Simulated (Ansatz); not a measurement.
# interstitial Cu in SiO2: hop to the nearest equivalent void, part 2 of 3

Wanted: the energy profile along the hop to the nearest equivalent void, from relaxed end points and a band of images. The host cell (C2/c) has 48 atoms, cell charge +1; the extra atom is the last.

Ansatz 0.2.0; DFT PBE, plane waves, PAW, scalar-relativistic, no spin polarisation. The steps go on from the part before.

## (5) The log goes on: end point B relaxed

Output, continued:

```text
SCF iter   1: F=—  HF=-35012.278886 eV  |F-HF|=—  |Δ(HF+E_count)|=         —  Δρ=2.27e-3  dr2=2.08e-2  ethr=6.68e-5  ⟨swp⟩=3.2  Hψ=2936  notcnv=0  defer=345
preconditioner: auto → Resta (q_TF=auto, 2.442 Å⁻¹)  ε∞=3.5  [insulator: Δε(μ)=2.964 eV  Ē_g=16.738 eV  σ=0.020 eV  W_gap=1.00  n_scr=140 (ndim 8)  ℏωp=26.2 eV  f_vac=0.020  D(μ)=0.00/eV (n_scr^D=0)  ε∞_Penn≈3.5]
SCF iter   2: F=—  HF=-35012.272614 eV  |F-HF|=—  |Δ(HF+E_count)|=   6.27e-3  Δρ=1.16e-3  dr2=5.55e-3  ethr=7.60e-6  ⟨swp⟩=2.9  Hψ=2688  notcnv=0  defer=345
SCF iter   3: F=—  HF=-35012.271176 eV  |F-HF|=—  |Δ(HF+E_count)|=   1.44e-3  Δρ=5.94e-4  dr2=1.14e-3  ethr=2.03e-6  ⟨swp⟩=2.0  Hψ=2267  notcnv=0  defer=345
SCF iter   4: F=—  HF=-35012.270917 eV  |F-HF|=—  |Δ(HF+E_count)|=   2.59e-4  Δρ=2.41e-4  dr2=1.68e-4  ethr=4.15e-7  ⟨swp⟩=2.0  Hψ=2239  notcnv=0  defer=345
SCF iter   5: F=—  HF=-35012.270516 eV  |F-HF|=—  |Δ(HF+E_count)|=   4.02e-4  Δρ=9.07e-5  dr2=2.72e-5  ethr=6.14e-8  ⟨swp⟩=2.0  Hψ=2239  notcnv=0  defer=345
SCF iter   6: F=—  HF=-35012.270516 eV  |F-HF|=—  |Δ(HF+E_count)|=   6.82e-7  Δρ=2.42e-5  dr2=2.80e-6  ethr=9.93e-9  ⟨swp⟩=2.0  Hψ=2231  notcnv=0  defer=345
SCF iter   7: F=-35012.270517 eV  HF=-35012.270517 eV  |F-HF|=1.94e-8  |Δ(HF+E_count)|=   9.77e-7  Δρ=8.50e-6  dr2=3.17e-7  ethr=3.87e-10  ⟨swp⟩=4.1  Hψ=4662  notcnv=0
SCF 5 converged in 7 iterations: F = -35012.270517 eV  dr2 = 3.17e-7
relax step   5: F+E_penalty+E_count = -35012.27051720 eV  Δ(F+E_penalty+E_count) = -6.124e-3 eV  max|allowed force component| = 2.816e-2 eV/Å  Δτ_max = 0.0253 Å  (7 SCF iters, dr2 threshold 1.06e-6 eV, accepted)
iter 1 solved again at ethr=1.22e-10 eV; its pass at ethr=3.10e-3 eV (dr2=3.34e-7 eV) is discarded
SCF iter   1: F=—  HF=-35012.270895 eV  |F-HF|=—  |Δ(HF+E_count)|=         —  Δρ=9.21e-6  dr2=3.37e-7  ethr=1.22e-10  ⟨swp⟩=1.8  Hψ=3513  notcnv=0  defer=345
preconditioner: auto → Resta (q_TF=auto, 2.442 Å⁻¹)  ε∞=3.5  [insulator: Δε(μ)=2.972 eV  Ē_g=16.738 eV  σ=0.020 eV  W_gap=1.00  n_scr=140 (ndim 8)  ℏωp=26.2 eV  f_vac=0.020  D(μ)=0.00/eV (n_scr^D=0)  ε∞_Penn≈3.5]
SCF iter   2: F=—  HF=-35012.270517 eV  |F-HF|=—  |Δ(HF+E_count)|=   3.77e-4  Δρ=4.10e-6  dr2=8.16e-8  ethr=3.65e-11  ⟨swp⟩=3.6  Hψ=5955  notcnv=0
SCF iter   3: F=-35012.270517 eV  HF=-35012.270517 eV  |F-HF|=2.45e-8  |Δ(HF+E_count)|=   4.28e-8  Δρ=2.59e-6  dr2=3.59e-8  ethr=2.98e-11  ⟨swp⟩=2.0  Hψ=4845  notcnv=0
SCF 6 converged in 3 iterations: F = -35012.270517 eV  dr2 = 3.59e-8
relax step   6: F+E_penalty+E_count = -35012.27051733 eV  Δ(F+E_penalty+E_count) = -1.247e-7 eV  max|allowed force component| = 2.818e-2 eV/Å  Δτ_max = 0.0000 Å  (3 SCF iters, accepted)
SCF converged after 3 iterations
Free energy (F): -35012.270517 eV
Harris-Foulkes:  -35012.270517 eV  (|F-HF|=2.45e-8)
Internal energy: -35012.270517 eV  (E = F + TS)
E sigma→0 (E₀):  -35012.270517 eV
Fermi energy:    8.240978 eV
--- Per-component energies (eV) ---
  E_band       = -1153.749646
  E_kinetic    = 6488.175219
  E_local      = -20914.395459  (includes V_loc(G=0)·N_el)
  E_nonlocal   = 2940.154057
  E_hartree    = 8181.130939
  E_xc         = -3280.994590
  E_vxc        = -3801.421367  (∫ρ·V_xc dr)
  E_paw        = -15260.477364  (= ΣΔE_a)
  E_vpaw       = -2228.544228  (= ΣTr[D̂ρ^β])
  E_aug_tail   = 0.027453  (compensation charges beyond the density's cutoff)
  E_ewald      = -13165.890772
  E_smearing   = -0.000000  (= −TS)
  E_closure    = 0.000000  (closes the sum)
  E_deformation_potential = 13.977467  (in the stress; not in F)
  Σ components = -35012.270517   (vs F -35012.270517, Δ=0.00e0)
--- Forces (eV/Å), atoms counted from 1 ---
  atom   1  Si     0.01515055    -0.00901106     0.01753049
  atom   2  Si     0.01740704    -0.00675957     0.00281751
  atom   3  Si     0.00551401     0.00285788     0.01523273
  atom   4  Si    -0.00547058     0.00283677    -0.01367293
  atom   5  Si     0.00215305    -0.00053400    -0.00403365
  atom   6  Si    -0.00098432    -0.00078172     0.00344308
  atom   7  Si     0.00946054     0.00074040     0.00932949
  atom   8  Si    -0.00156980     0.00774793     0.00170914
  atom   9  O      0.01641924     0.02817636    -0.00460241
  atom  10  O     -0.01687648     0.02597721     0.00264525
  atom  11  O     -0.00099593    -0.00856537    -0.00041319
  atom  12  O      0.00930366     0.00778249     0.02421723
  atom  13  O      0.00821005     0.00428419     0.00124913
  atom  14  O     -0.00901760     0.00429805    -0.00159978
  atom  15  O     -0.00313385    -0.01471765    -0.00110370
  atom  16  O      0.00590154    -0.00288995    -0.00025156
  atom  17  O     -0.00292336     0.01198922     0.00046565
  atom  18  O      0.00940562     0.00340378    -0.01266250
  atom  19  O     -0.00397149    -0.00149227    -0.00723180
  atom  20  O      0.00462793    -0.00172159     0.00720995
  atom  21  O     -0.00972464     0.00090241    -0.00040002
  atom  22  O     -0.01342165     0.00400849    -0.00983153
  atom  23  O     -0.00189700     0.00358030    -0.00263070
  atom  24  O      0.00165343     0.00379149     0.00096486
  atom  25  Si    -0.01786839    -0.00861711    -0.00352361
  atom  26  Si    -0.01340016    -0.00981622    -0.01453280
  atom  27  Si    -0.01146752    -0.01374262     0.00135473
  atom  28  Si     0.01250027    -0.01514983    -0.00153872
  atom  29  Si     0.00867252    -0.00824701     0.00258441
  atom  30  Si    -0.00769248    -0.00971406    -0.00323205
  atom  31  Si     0.00039673     0.00724601     0.00285511
  atom  32  Si    -0.00950153    -0.00006972    -0.01078763
  atom  33  O     -0.00994734     0.00056427     0.00479715
  atom  34  O      0.00998140     0.00292580    -0.00232095
  atom  35  O     -0.00013521     0.01568962    -0.00064414
  atom  36  O     -0.00911993     0.00694710    -0.02230890
  atom  37  O      0.00464196    -0.01173646    -0.00980171
  atom  38  O     -0.00735397    -0.00928301     0.00957497
  atom  39  O     -0.00529147    -0.00340177     0.00037770
  atom  40  O      0.00173147    -0.01583597     0.00013267
  atom  41  O     -0.00831104     0.00272509     0.01433550
  atom  42  O      0.00047787     0.01073600     0.00011918
  atom  43  O      0.00054289    -0.00032816     0.00100587
  atom  44  O     -0.00000630    -0.00041496    -0.00062593
  atom  45  O      0.01258929     0.00363079     0.00786250
  atom  46  O      0.00947775     0.00216258    -0.00051090
  atom  47  O      0.00586501    -0.00654059     0.00851982
  atom  48  O     -0.00447928    -0.00521099    -0.00718337
  atom  49  Cu     0.00248725    -0.00044862    -0.00488500
  max |Σ_I F_I| component: 2.60e-5 eV/Å
--- Relaxed structure (6 steps of the walk, 6 accepted, 0 SCFs on fresh bases) ---
  F+E_penalty+E_count = -35012.27051733 eV   max|allowed force component| = 2.818e-2 eV/Å
  atoms:
    - { symbol: Si, position: [0.19194161442453067, 0.9007336609061909, 0.6435617004040419] }
    - { symbol: Si, position: [0.3564355961796414, 0.08143233331726266, 0.09633663342465419] }
    - { symbol: Si, position: [0.3277752014473527, 0.6062638551779383, 0.8535817297764642] }
    - { symbol: Si, position: [0.14360157053793177, 0.4221264226681666, 0.3961753188459626] }
    - { symbol: Si, position: [0.367088195844194, 0.18450964185387314, 0.5088720588757142] }
    - { symbol: Si, position: [0.5655937069096135, 0.38290458057089877, 0.7411305801754288] }
    - { symbol: Si, position: [0.1363432087315553, 0.3240896304786853, 0.9853574153374297] }
    - { symbol: Si, position: [0.9321581656420943, 0.1264154044302394, 0.7568263046267487] }
    - { symbol: O, position: [0.7407214146946404, 0.24224283706667965, 0.24544801992842308] }
    - { symbol: O, position: [0.5079954838140313, 0.009368260305746251, 0.0046241904137454114] }
    - { symbol: O, position: [0.017265684676705195, 0.7326903513777734, 0.12491524217651373] }
    - { symbol: O, position: [0.4745103280408445, 0.7675983772690749, 0.3770364147063061] }
    - { symbol: O, position: [0.5746326872248146, 0.3462379519996578, 0.966019118815087] }
    - { symbol: O, position: [0.4035175827587231, 0.17516549364749429, 0.2839726032226745] }
    - { symbol: O, position: [0.9177807913015658, 0.164877376074113, 0.5318401183544603] }
    - { symbol: O, position: [0.09262222523503323, 0.32912235112796645, 0.2094413065362473] }
    - { symbol: O, position: [0.32944832570401894, 0.013616914927562035, 0.5881413037755339] }
    - { symbol: O, position: [0.23984821114784366, 0.9397273421936743, 0.1424777389717301] }
    - { symbol: O, position: [0.18787810111865547, 0.4913287858523082, 0.9085923048979175] }
    - { symbol: O, position: [0.25869781894066357, 0.5618613134136625, 0.34111118536790386] }
    - { symbol: O, position: [0.27383249054149084, 0.20014445210931536, 0.9489720969558303] }
    - { symbol: O, position: [0.06143128711335266, 0.9866453189747606, 0.7792994866609354] }
    - { symbol: O, position: [0.22361854636064787, 0.301517698241829, 0.5443190905025518] }
    - { symbol: O, position: [0.448521411430933, 0.5262943527306673, 0.7055894206763851] }
    - { symbol: Si, position: [0.6687104422709294, 0.3936709519076367, 0.1532754908339225] }
    - { symbol: Si, position: [0.8492467908552043, 0.5582579497806069, 0.6063046447498549] }
    - { symbol: Si, position: [0.8241880979154994, 0.10307147711643688, 0.3490815332646293] }
    - { symbol: Si, position: [0.6469128094093752, 0.92575135555286, 0.9006592216167959] }
    - { symbol: Si, position: [0.8625545257285532, 0.6744420377484659, 0.022931800577436216] }
    - { symbol: Si, position: [0.07569933515005461, 0.8875710524380447, 0.22629972471315615] }
    - { symbol: Si, position: [0.623199270494326, 0.8177847952474374, 0.49303297301269344] }
    - { symbol: Si, position: [0.42585521468995385, 0.6136488724356629, 0.2643742592847768] }
    - { symbol: O, position: [0.25079229946779996, 0.7529711567280692, 0.7535855934484225] }
    - { symbol: O, position: [-0.003237446577126768, 0.49920532657915795, 0.49585282912555184] }
    - { symbol: O, position: [0.5168733857368677, 0.23338755712132792, 0.6247042435277126] }
    - { symbol: O, position: [0.9825120068161473, 0.2750657557605349, 0.8727752459073247] }
    - { symbol: O, position: [0.09831490196030901, 0.8483768486478233, 0.4533749186121073] }
    - { symbol: O, position: [0.9018381775887676, 0.652666860846663, 0.7957651223221882] }
    - { symbol: O, position: [0.4207055678969637, 0.6573617031593652, 0.04031158058308407] }
    - { symbol: O, position: [0.5849107497448004, 0.8321950240608699, 0.7179994724027957] }
    - { symbol: O, position: [0.810392744157133, 0.510062763761242, 0.10618574687662467] }
    - { symbol: O, position: [0.7366469073444188, 0.4207372852921649, 0.6625841047149945] }
    - { symbol: O, position: [0.6918458220671163, 0.9795692955740823, 0.4136219442481728] }
    - { symbol: O, position: [0.7702952759088629, 0.058099191206319234, 0.8361050216454831] }
    - { symbol: O, position: [0.7628475947828045, 0.6883363246715327, 0.47030560002763655] }
    - { symbol: O, position: [0.5501616167576302, 0.4764768521235511, 0.30068364484048904] }
    - { symbol: O, position: [0.7271708032850088, 0.802252035055049, 0.04447686243761779] }
    - { symbol: O, position: [0.9476654010155156, 0.022816667598845486, 0.20517803715819735] }
    - { symbol: Cu, position: [0.8983236757122111, 0.8520424228707133, 0.6228602606396435] }
```

Wall time 65 s (4 threads of Arm Neoverse V2, shared host); peak memory 2.3 GiB.

The steps of the relaxation:

```csv
step,energy from step 1 (eV/cell),largest force component (eV/Å)
1,0.0000,2.3043
2,-0.4713,1.3924
3,-0.8086,0.2338
4,-0.8765,0.1302
5,-0.8826,0.0282
6,-0.8826,0.0282
```

Step 1 is the start. Step 6 solves the same geometry again.

The largest move, 0.17 Å, is shared by several atoms, O42 among them.

## (6) The band

crystal.atoms is end A as relaxed above, and neb.final_atoms is end B. With 5 inner images the band has 7 in all.

Contents of input.yaml:

```yaml
crystal:
  lattice:
    - [0.107449, 6.14535, 6.145317]
    - [0.107449, -6.14535, 6.145317]
    - [7.05, 0.0, 0.0]
  atoms:
    - { symbol: Si, position: [0.17250191, 0.89390814, 0.64681164] }
    - { symbol: Si, position: [0.35632891, 0.07784109, 0.10330537] }
    - { symbol: Si, position: [0.30822578, 0.59918634, 0.8565923] }
    - { symbol: Si, position: [0.14385353, 0.41866365, 0.40356411] }
    - { symbol: Si, position: [0.36400048, 0.1757987, 0.51435144] }
    - { symbol: Si, position: [0.56770335, 0.37378414, 0.74303769] }
    - { symbol: Si, position: [0.13259574, 0.3158522, 0.99133337] }
    - { symbol: Si, position: [0.93433599, 0.11753936, 0.75876885] }
    - { symbol: O, position: [0.75940436, 0.25737809, 0.253749] }
    - { symbol: O, position: [0.50285523, 0.00101918, 0.00265635] }
    - { symbol: O, position: [0.02512146, 0.73224642, 0.12357183] }
    - { symbol: O, position: [0.48332426, 0.76693566, 0.37499341] }
    - { symbol: O, position: [0.58214525, 0.33507305, 0.96798817] }
    - { symbol: O, position: [0.40761611, 0.17035113, 0.29025373] }
    - { symbol: O, position: [0.92541237, 0.15437691, 0.53388681] }
    - { symbol: O, position: [0.09599989, 0.32502655, 0.2162309] }
    - { symbol: O, position: [0.31262069, 0.00869941, 0.59184523] }
    - { symbol: O, position: [0.24139953, 0.9378169, 0.15816119] }
    - { symbol: O, position: [0.17036272, 0.48687855, 0.91259799] }
    - { symbol: O, position: [0.26038037, 0.56033393, 0.35667043] }
    - { symbol: O, position: [0.27605447, 0.19884728, 0.95588194] }
    - { symbol: O, position: [0.05146964, 0.97420296, 0.79418934] }
    - { symbol: O, position: [0.22657081, 0.29983397, 0.55071363] }
    - { symbol: O, position: [0.43802499, 0.51312146, 0.7202703] }
    - { symbol: Si, position: [0.67583462, 0.39668543, 0.15079683] }
    - { symbol: Si, position: [0.85351267, 0.57438504, 0.59950619] }
    - { symbol: Si, position: [0.83151065, 0.10631318, 0.34683362] }
    - { symbol: Si, position: [0.65094806, 0.9417724, 0.8935185] }
    - { symbol: Si, position: [0.87655654, 0.68251632, 0.00719721] }
    - { symbol: Si, position: [0.07441898, 0.88622019, 0.23581556] }
    - { symbol: Si, position: [0.63804795, 0.8252079, 0.476892] }
    - { symbol: Si, position: [0.42492609, 0.6120636, 0.27358882] }
    - { symbol: O, position: [0.24919681, 0.74744528, 0.74768903] }
    - { symbol: O, position: [-0.00732994, 0.49074505, 0.49633708] }
    - { symbol: O, position: [0.51789869, 0.22527626, 0.62659992] }
    - { symbol: O, position: [0.98280962, 0.26713831, 0.87530735] }
    - { symbol: O, position: [0.07999645, 0.8425771, 0.4598849] }
    - { symbol: O, position: [0.91521502, 0.66810619, 0.78225174] }
    - { symbol: O, position: [0.40310906, 0.65085859, 0.04625471] }
    - { symbol: O, position: [0.59905802, 0.84650097, 0.70426829] }
    - { symbol: O, position: [0.80770557, 0.52064008, 0.08612407] }
    - { symbol: O, position: [0.72963025, 0.4425021, 0.66421297] }
    - { symbol: O, position: [0.68986163, 0.9899057, 0.39433129] }
    - { symbol: O, position: [0.76321252, 0.07952466, 0.83695849] }
    - { symbol: O, position: [0.77353688, 0.69754029, 0.4549725] }
    - { symbol: O, position: [0.55269135, 0.47664936, 0.29538822] }
    - { symbol: O, position: [0.737267, 0.81227143, 0.0301046] }
    - { symbol: O, position: [0.95016588, 0.0234639, 0.19959177] }
    - { symbol: Cu, position: [0.60263551, 0.64739023, 0.8761719] }
total_charge: 1
basis:
  ecutwfc: 420.0
kpoints:
  mp_grid: { grid: [2, 2, 2] }
hamiltonian:
  xc: pbe
  pseudopotentials: { kind: paw, azcp: { folder: soft_1 } }
scf:
  occupations: { method: gaussian, width: 0.02 }
  lower_state_search: "off"
neb:
  images: 5
  f_tol: 0.03
  initial_path: idpp
  max_iterations: 46
  spring: { min: 2.0, max: 10.0 }
  final_atoms:
    - { symbol: Si, position: [0.19194161, 0.90073366, 0.6435617] }
    - { symbol: Si, position: [0.3564356, 0.08143233, 0.09633663] }
    - { symbol: Si, position: [0.3277752, 0.60626386, 0.85358173] }
    - { symbol: Si, position: [0.14360157, 0.42212642, 0.39617532] }
    - { symbol: Si, position: [0.3670882, 0.18450964, 0.50887206] }
    - { symbol: Si, position: [0.56559371, 0.38290458, 0.74113058] }
    - { symbol: Si, position: [0.13634321, 0.32408963, 0.98535742] }
    - { symbol: Si, position: [0.93215817, 0.1264154, 0.7568263] }
    - { symbol: O, position: [0.74072141, 0.24224284, 0.24544802] }
    - { symbol: O, position: [0.50799548, 0.00936826, 0.00462419] }
    - { symbol: O, position: [0.01726568, 0.73269035, 0.12491524] }
    - { symbol: O, position: [0.47451033, 0.76759838, 0.37703641] }
    - { symbol: O, position: [0.57463269, 0.34623795, 0.96601912] }
    - { symbol: O, position: [0.40351758, 0.17516549, 0.2839726] }
    - { symbol: O, position: [0.91778079, 0.16487738, 0.53184012] }
    - { symbol: O, position: [0.09262223, 0.32912235, 0.20944131] }
    - { symbol: O, position: [0.32944833, 0.01361691, 0.5881413] }
    - { symbol: O, position: [0.23984821, 0.93972734, 0.14247774] }
    - { symbol: O, position: [0.1878781, 0.49132879, 0.9085923] }
    - { symbol: O, position: [0.25869782, 0.56186131, 0.34111119] }
    - { symbol: O, position: [0.27383249, 0.20014445, 0.9489721] }
    - { symbol: O, position: [0.06143129, 0.98664532, 0.77929949] }
    - { symbol: O, position: [0.22361855, 0.3015177, 0.54431909] }
    - { symbol: O, position: [0.44852141, 0.52629435, 0.70558942] }
    - { symbol: Si, position: [0.66871044, 0.39367095, 0.15327549] }
    - { symbol: Si, position: [0.84924679, 0.55825795, 0.60630464] }
    - { symbol: Si, position: [0.8241881, 0.10307148, 0.34908153] }
    - { symbol: Si, position: [0.64691281, 0.92575136, 0.90065922] }
    - { symbol: Si, position: [0.86255453, 0.67444204, 0.0229318] }
    - { symbol: Si, position: [0.07569934, 0.88757105, 0.22629972] }
    - { symbol: Si, position: [0.62319927, 0.8177848, 0.49303297] }
    - { symbol: Si, position: [0.42585521, 0.61364887, 0.26437426] }
    - { symbol: O, position: [0.2507923, 0.75297116, 0.75358559] }
    - { symbol: O, position: [-0.00323745, 0.49920533, 0.49585283] }
    - { symbol: O, position: [0.51687339, 0.23338756, 0.62470424] }
    - { symbol: O, position: [0.98251201, 0.27506576, 0.87277525] }
    - { symbol: O, position: [0.0983149, 0.84837685, 0.45337492] }
    - { symbol: O, position: [0.90183818, 0.65266686, 0.79576512] }
    - { symbol: O, position: [0.42070557, 0.6573617, 0.04031158] }
    - { symbol: O, position: [0.58491075, 0.83219502, 0.71799947] }
    - { symbol: O, position: [0.81039274, 0.51006276, 0.10618575] }
    - { symbol: O, position: [0.73664691, 0.42073729, 0.6625841] }
    - { symbol: O, position: [0.69184582, 0.9795693, 0.41362194] }
    - { symbol: O, position: [0.77029528, 0.05809919, 0.83610502] }
    - { symbol: O, position: [0.76284759, 0.68833632, 0.4703056] }
    - { symbol: O, position: [0.55016162, 0.47647685, 0.30068364] }
    - { symbol: O, position: [0.7271708, 0.80225204, 0.04447686] }
    - { symbol: O, position: [0.9476654, 0.02281667, 0.20517804] }
    - { symbol: Cu, position: [0.89832368, 0.85204242, 0.62286026] }
  order_check: true
```

The run is started by

```sh
ansatz run input.yaml --threads 4 --pin off --max-ram 10240MiB --backend cpu --events-out ev --progress --plain --runs-dir out
```

The log of the run, shortened:

```text
Warning: neb: disabling space-group detection — the band's intermediate images generally break the endpoint symmetry, so no spatial operation reduces the k-mesh or symmetrises the density, except that a semilocal band can use its path's symmetry ahead of convergence; time reversal is [...]
Warning: RAYON_NUM_THREADS=4 ignored (pool sized by the plan → 4); use --threads N
[...]
[... 3 set-up lines as earlier in the session ...]
[...]
NEB image 6
[...]
SCF iter  11: F=-35012.270517 eV  HF=-35012.270517 eV  |F-HF|=1.79e-9  |Δ(HF+E_count)|=   8.12e-9  Δρ=4.19e-6  dr2=7.06e-8  ethr=3.65e-11  ⟨swp⟩=5.0  Hψ=5578  notcnv=0
[...]
NSCF: frozen V_eff on 8 k-points
NEB end point (image 0): max|allowed force component| = 6.362e-3 eV/Å (the criterion of neb.relax_end_points is 1.000e-2)
[...]
NEB end point (image 6): max|allowed force component| = 2.822e-2 eV/Å (the criterion of neb.relax_end_points is 1.000e-2)
NEB image 1
[...]
NEB image 2
[...]
NEB image 3
[...]
NEB image 4
[...]
NEB image 5
[...]
NEB iter   1: max|band force component| = 2.903e0 eV/Å  barrier→ = 3.4186 eV  barrier← = 3.4180 eV  Δτ_max = 0.2000 Å  (77 SCF iters)
NEB image 1
[...]
NEB image 2
```

## (7) The log goes on: band between the two ends

Output, continued, shortened:

```text
[...]
NEB image 3
[...]
NEB image 4
[...]
NEB image 5
[...]
NEB iter   2: max|band force component| = 1.854e0 eV/Å  barrier→ = 2.9791 eV  barrier← = 2.9786 eV  Δτ_max = 0.1985 Å  (50 SCF iters)
[...]
NEB iter   4: max|band force component| = 1.142e0 eV/Å  barrier→ = 2.6059 eV  barrier← = 2.6053 eV  Δτ_max = 0.0436 Å  (45 SCF iters)
[...]
--- Forces (eV/Å), atoms counted from 1 ---
  atom   1  Si     0.00295488    -0.01058103    -0.00072843
  atom   2  Si     0.00401013     0.00684538    -0.00036528
  atom   3  Si    -0.00443635     0.00565506     0.00216559
  atom   4  Si    -0.00428398    -0.00269087     0.00290236
  atom   5  Si     0.00299483    -0.00739318    -0.00111245
  atom   6  Si    -0.00295764    -0.00631285    -0.00325140
  atom   7  Si    -0.00433607     0.00867697    -0.00208821
  atom   8  Si     0.00220870     0.00394010     0.00135146
[...]
```

## (8) The log goes on: band between the two ends

Output, continued, shortened:

```text
  atom  25  Si    -0.00180835    -0.00259379     0.00061010
  atom  26  Si    -0.00710257    -0.00728490     0.00753511
  atom  27  Si    -0.00135410     0.00237320     0.00450757
  atom  28  Si     0.01641509    -0.00113023    -0.00428219
  atom  29  Si     0.00144394     0.00380475    -0.00247315
  atom  30  Si    -0.00069122     0.00386686     0.00194435
  atom  31  Si     0.00411638    -0.00514721    -0.00525726
[...]
    - { symbol: O, position: [0.7603008062247313, 0.6889139153723404, 0.4621620137651535] }
    - { symbol: O, position: [0.5493323674805961, 0.4773834405852717, 0.29722021639251217] }
    - { symbol: O, position: [0.7398717020968008, 0.8110386065409346, 0.037932249316425595] }
    - { symbol: O, position: [0.9509766072078705, 0.022604001204469204, 0.20272835762244068] }
    - { symbol: Cu, position: [0.7500209237074166, 0.750101967939104, 0.7500356183962441] }
```

Wall time 28 min (4 threads of Arm Neoverse V2, shared host); peak memory 5.3 GiB.

(Part 2 of 3 ends here.)
